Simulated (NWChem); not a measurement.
**CH6NPSi (SMILES C1NP[SiH2]1): levels of theory compared**

Wanted: a comparison of 6 runs (HF/STO-3G, B3LYP/6-31G*, B3LYP/def2-SVP, SVWN5/def2-SVP, MP2/def2-SVP, CCSD(T)/def2-SVP) of CH6NPSi. 

Program for the calculation: NWChem 7.3.0.

## Step 1: Starting point

The species is CH6NPSi (10 atoms), meant as a singlet with charge 0. As SMILES, `C1NP[SiH2]1`. The shape is that of a PBE0-D4/def2-TZVP optimisation.

Bond lengths: C1–N2 1.466 Å, N2–P3 1.737 Å, C1–Si4 1.900 Å, P3–Si4 2.263 Å, C1–H5 1.094 Å, C1–H6 1.100 Å, N2–H7 1.012 Å, P3–H8 1.446 Å, Si4–H9 1.486 Å, Si4–H10 1.487 Å. Some angles: C1–N2–P3 108.8°, N2–C1–Si4 91.6°, N2–P3–Si4 73.5°, C1–Si4–P3 77.1°, C1–N2–H7 117.6°, P3–N2–H7 119.0°, N2–C1–H5 113.0°, N2–C1–H6 113.4°, Si4–C1–H5 118.7°, Si4–C1–H6 110.6°.

## Step 2: Energy and forces at HF/STO-3G (run 1)

Contents of work.xyz:

```xyz
10

C     -0.518900     0.753700    -0.280300
N      0.388700     0.867200     0.865200
P      0.973900    -0.716000     1.275900
Si     0.382300    -0.797300    -0.907400
H     -0.525900     1.647300    -0.910700
H     -1.554200     0.512400     0.003600
H      0.126500     1.500500     1.609100
H     -0.253100    -1.393600     1.631500
H      1.493100    -0.499900    -1.848100
H     -0.429200    -1.925500    -1.435800
```

Contents of work.nw:

```
echo
start work
memory 2200 mb
charge 0

geometry units angstroms noautosym nocenter noautoz
  load format xyz work.xyz
end

basis spherical bse
  C library STO-3G
  N library STO-3G
  P library STO-3G
  Si library STO-3G
  H library STO-3G
end

scf
  thresh 1e-08
  maxiter 80
end

task scf gradient
```

Run with:

```sh
$ nwchem work.nw > work.out
```

The program printed:

```text
[...]
  functions       =    34
[...]
  wavefunction    = RHF
[...]
         Total SCF energy =   -717.137216866463
      One-electron energy =  -1438.975885635972
      Two-electron energy =    499.469451950543
 Nuclear repulsion energy =    222.369216818966
        Time for solution =      1.7s
[...]
                         RHF ENERGY GRADIENTS
    atom               coordinates                        gradient
                 x          y          z           x          y          z
   1 C      -0.980579   1.424286  -0.529690    0.006746   0.012843   0.016729
   2 N       0.734536   1.638770   1.634991   -0.007021  -0.007103  -0.007668
   3 P       1.840404  -1.353044   2.411101    0.019495   0.033530   0.025068
   4 Si      0.722442  -1.506679  -1.714737   -0.015928   0.012103   0.004690
   5 H      -0.993807   3.112946  -1.720973    0.001196   0.002842  -0.002736
   6 H      -2.937012   0.968296   0.006803   -0.003868  -0.005433   0.001634
   7 H       0.239050   2.835534   3.040758    0.010021  -0.009625  -0.009660
   8 H      -0.478290  -2.633522   3.083088   -0.020194  -0.020466   0.001709
   9 H       2.821550  -0.944674  -3.492403    0.025641   0.006383  -0.018426
  10 H      -0.811070  -3.638667  -2.713269   -0.016087  -0.025074  -0.011341
[...]
```

It took 3.3 s on 1 thread of Intel Xeon 6975P-C (Granite Rapids), shared host; peak memory 0.096 GiB.

## Step 3: Energy and gradient at B3LYP/6-31G(d) (Cartesian functions) (run 2)

Contents of struct.nw:

```
start struct
memory total 2200 mb
charge 0

geometry units angstroms noautosym nocenter noautoz
  C    -0.518900    0.753700   -0.280300
  N     0.388700    0.867200    0.865200
  P     0.973900   -0.716000    1.275900
  Si    0.382300   -0.797300   -0.907400
  H    -0.525900    1.647300   -0.910700
  H    -1.554200    0.512400    0.003600
  H     0.126500    1.500500    1.609100
  H    -0.253100   -1.393600    1.631500
  H     1.493100   -0.499900   -1.848100
  H    -0.429200   -1.925500   -1.435800
end

basis "ao basis"
  * library 6-31G*
end

dft
  xc b3lyp
  grid xfine
  convergence energy 1e-08
  iterations 100
  mulliken
end

task dft gradient
```

Run with:

```sh
$ nwchem struct.nw > struct.out
```

The program printed:

```text
[...]
          Wavefunction type:  closed shell.
          No. of atoms     :    10
          No. of electrons :    48
[...]
          Charge           :     0
          Spin multiplicity:     1
[...]
          AO basis - number of functions:    80
[...]
              XC Information
              --------------
                         B3LYP Method XC Potential
                     Hartree-Fock (Exact) Exchange  0.200
                        Slater Exchange Functional  0.800 local
                    Becke 1988 Exchange Functional  0.720 non-local
              Lee-Yang-Parr Correlation Functional  0.810
                  VWN I RPA Correlation Functional  0.190 local
[...]
 d= 0,ls=0.0,diis     1   -727.2345843791 -9.50D+02  1.18D-02  4.78D-01     3.7
[...]
 d= 0,ls=0.0,diis    10   -727.2781239007 -1.88D-09  4.58D-07  1.44D-09    30.5
         Total DFT energy =     -727.278123900687
      One electron energy =    -1445.160585598325
           Coulomb energy =      554.327321340044
    Exchange-Corr. energy =      -58.814076461373
 Nuclear repulsion energy =      222.369216818966
[...]
      Total Density - Mulliken Population Analysis
     ---------------------------------------------
    Atom       Charge   Shell Charges
 -----------   ------   -------------------------------------------------------
    1 C    6     6.30   1.99  0.68  2.07  0.60  0.92  0.04
    2 N    7     7.69   1.99  0.77  2.50  0.89  1.52  0.02
    3 P   15    14.81   2.00  1.99  5.97  1.28  2.28  0.53  0.67  0.10
    4 Si  14    13.65   2.00  1.99  5.96  1.06  1.89  0.25  0.37  0.13
    5 H    1     0.84   0.53  0.31
    6 H    1     0.85   0.53  0.33
    7 H    1     0.68   0.51  0.17
    8 H    1     1.05   0.51  0.54
    9 H    1     1.05   0.51  0.54
   10 H    1     1.06   0.51  0.55
[...]
  wavefunction    = closed shell
[...]
```

Wall time 40 s (1 thread of Intel Xeon 6975P-C (Granite Rapids), shared host); peak memory 0.14 GiB.

Run 3 isn't shown in full; the table further down has it.

## Step 4: Energy and gradient at SVWN5/def2-SVP (run 4)

Contents of run.py:

```python
from ase import Atoms
from ase.calculators.nwchem import NWChem

atoms = Atoms('CNPSiHHHHHH', positions=[
    [-0.518900, 0.753700, -0.280300],
    [0.388700, 0.867200, 0.865200],
    [0.973900, -0.716000, 1.275900],
    [0.382300, -0.797300, -0.907400],
    [-0.525900, 1.647300, -0.910700],
    [-1.554200, 0.512400, 0.003600],
    [0.126500, 1.500500, 1.609100],
    [-0.253100, -1.393600, 1.631500],
    [1.493100, -0.499900, -1.848100],
    [-0.429200, -1.925500, -1.435800],
])

calc = NWChem(
    label='input',
    theory='dft',
    memory='2200 mb',
    basis='def2-SVP',
    basispar='spherical bse',
    dft={'xc': 'slater vwn_5', 'mult': '1', 'grid': 'fine', 'convergence': 'energy 1e-08', 'iterations': '100', 'mulliken': None},
)
atoms.calc = calc

forces = atoms.get_forces()
print("Total energy (eV):", round(atoms.get_potential_energy(), 6))
print("forces (eV/A):")
for s, f in zip(atoms.symbols, forces):
    print(f"{s:2s} {f[0]:10.5f} {f[1]:10.5f} {f[2]:10.5f}")
print("dipole (e A):", atoms.get_dipole_moment().round(4))
```

Run with:

```sh
$ export ASE_NWCHEM_COMMAND="nwchem PREFIX.nwi > PREFIX.nwo"
$ python run.py
```

The program printed:

```text
Total energy (eV): -19694.561628
forces (eV/A):
C     0.84656   -0.20214    0.57567
N    -0.15715   -0.34895   -0.89685
P     0.62797    0.01003    0.11195
Si   -0.10588    0.14763    0.17412
H    -0.03713    0.51921   -0.43894
H    -0.65861   -0.19695    0.12645
H    -0.12496    0.52368    0.55258
H    -0.46547   -0.27233    0.08963
H     0.27094    0.08356   -0.18754
H    -0.19628   -0.26374   -0.10706
dipole (e A): [-0.3146  0.1354 -0.0629]
```

The calculator wrote input.nwi:

```
title "input"

permanent_dir input

scratch_dir input

start input

geometry units angstrom nocenter noautosym noautoz
  C  -5.1890000000000003e-01 7.5370000000000004e-01 -2.8029999999999999e-01
  N  3.8869999999999999e-01 8.6719999999999997e-01 8.6519999999999997e-01
  P  9.7389999999999999e-01 -7.1599999999999997e-01 1.2759000000000000e+00
  Si 3.8229999999999997e-01 -7.9730000000000001e-01 -9.0739999999999998e-01
  H  -5.2590000000000003e-01 1.6473000000000000e+00 -9.1069999999999995e-01
  H  -1.5542000000000000e+00 5.1239999999999997e-01 3.5999999999999999e-03
  H  1.2650000000000000e-01 1.5004999999999999e+00 1.6091000000000000e+00
  H  -2.5309999999999999e-01 -1.3935999999999999e+00 1.6315000000000000e+00
  H  1.4931000000000001e+00 -4.9990000000000001e-01 -1.8481000000000001e+00
  H  -4.2920000000000003e-01 -1.9255000000000000e+00 -1.4358000000000000e+00
end

memory 2200 mb

basis spherical bse noprint
   * library def2-SVP
end

dft
  xc slater vwn_5
  mult 1
  grid fine
  convergence energy 1e-08
  iterations 100
  mulliken
end

task dft gradient
```

input.nwo:

```text
Northwest Computational Chemistry Package (NWChem) 7.3.0
             --------------------------------------------------------

           Job information
           ---------------

    nwchem branch   = 7.3.0
    use scalapack   = T
    input           = input.nwi
    prefix          = input.
    data base       = input/input.db
    status          = startup
    nproc           =        1

           Memory information
           ------------------

[... 5 lines left out ...]
    hardfail = no
[... 114 lines left out ...]
  convergence criterion.
[... 40 lines left out ...]
          Spatial weights used:  Erf1
[... 32 lines left out ...]
 1-e energy   =   -1441.479758
[... 44 lines left out ...]
           Coulomb energy =      553.973723916270
[... 733 lines left out ...]
          Convergence on density requested:  1.00D-05
[... 26 lines left out ...]
          total energy or number of iterations.
[... 36 lines left out ...]
                 ----------------------------------------
                 |  Time  |  1-e(secs)   |  2-e(secs)   |
                 ----------------------------------------
                 |  CPU   |       0.01   |       3.39   |
                 ----------------------------------------
                 |  WALL  |       0.01   |       3.39   |
                 ----------------------------------------

 Task  times  cpu:       13.6s     wall:       13.6s
 Total times  cpu:       13.6s     wall:       13.6s
```

It took 15 s on 1 thread of Intel Xeon 6975P-C (Granite Rapids), shared host; peak memory 0.12 GiB.

Run 5 isn't shown in full; the table further down has it.

## Step 5: A single-point energy at CCSD(T)/def2-SVP (run 6)

Contents of sp.nw:

```
start sp
memory 2200 mb

geometry units angstrom noautosym nocenter noautoz
C    -0.518900    0.753700   -0.280300
N     0.388700    0.867200    0.865200
P     0.973900   -0.716000    1.275900
Si    0.382300   -0.797300   -0.907400
H    -0.525900    1.647300   -0.910700
H    -1.554200    0.512400    0.003600
H     0.126500    1.500500    1.609100
H    -0.253100   -1.393600    1.631500
H     1.493100   -0.499900   -1.848100
H    -0.429200   -1.925500   -1.435800
end

basis spherical bse
C library def2-SVP
N library def2-SVP
P library def2-SVP
Si library def2-SVP
H library def2-SVP
end

scf
thresh 1e-08
maxiter 80
end

ccsd
freeze core 12
maxiter 60
end

task ccsd(t) energy
```

Run with:

```sh
$ nwchem sp.nw > sp.out
```

The program printed:

```text
[...]
  functions       =    94
[...]
  wavefunction    = RHF
[...]
         Total SCF energy =   -725.176219930488
      One-electron energy =  -1444.181575941347
      Two-electron energy =    496.636139191893
 Nuclear repulsion energy =    222.369216818966
        Time for solution =     10.5s
[...]
 Total MP2 energy:           -725.696821771876557
[...]
             energy      energy      error      ampl     ampl      Block
                                                time     time      time
[...]
 Total CCSD energy:           -725.750249010566904
[...]
 Total CCSD+T(CCSD) energy:           -725.769529375520165
[...]
 Total CCSD(T) energy:                -725.768939303507750
[...]
```

Wall time 1.8 min (1 thread of Intel Xeon 6975P-C (Granite Rapids), shared host); peak memory 0.27 GiB.

## Step 6: Overview of the runs

```csv
run,level,Cartesian functions,iteration cap,energy (Eh),dipole moment (D),HOMO energy (eV),LUMO energy (eV),wall time
1,HF/STO-3G,no,80,-717.137217,1.29,-6.81,9.18,3.3 s
2,B3LYP/6-31G* (Cartesian functions),yes,100,-727.278124,1.76,-6.19,-0.31,40 s
3,B3LYP/def2-SVP,no,100,-727.048350,1.55,-6.26,-0.13,21 s
4,SVWN5/def2-SVP,no,100,-723.761796,1.67,-5.25,-1.05,15 s
5,MP2/def2-SVP,no,80,-725.696822,1.61,-9.40,3.50,28 s
6,CCSD(T)/def2-SVP,no,80,-725.768939,–,-9.40,3.50,1.8 min
```

## Step 7: Results

| quantity | value |
| --- | --- |
| run 6: total energy | -725.76894 Eh |
| run 6: HOMO energy (Hartree–Fock orbitals) | -9.40 eV |
| run 6: LUMO energy (Hartree–Fock orbitals) | 3.50 eV |
| run 6: HOMO–LUMO gap (Hartree–Fock orbitals) | 12.90 eV |
| run 6: correlation energy (12 core orbitals frozen) | -592.7 mEh |
| run 6: (T) correction | -18.69 mEh |

**Reading.** Over runs 1, 2, 3, 4, 5 the dipole moment (its size) runs from 1.29 D (HF/STO-3G) to 1.76 D (B3LYP/6-31G*). The two ends differ in method and basis. Over runs 1, 2, 3, 4 the HOMO–LUMO gap runs from 4.21 eV (SVWN5/def2-SVP) to 15.99 eV (HF/STO-3G). Totals of different functionals can't be ranked against each other. In run 1 the basis is minimal, so the values are rough. All runs together took 3.5 min, the longest 1.8 min.
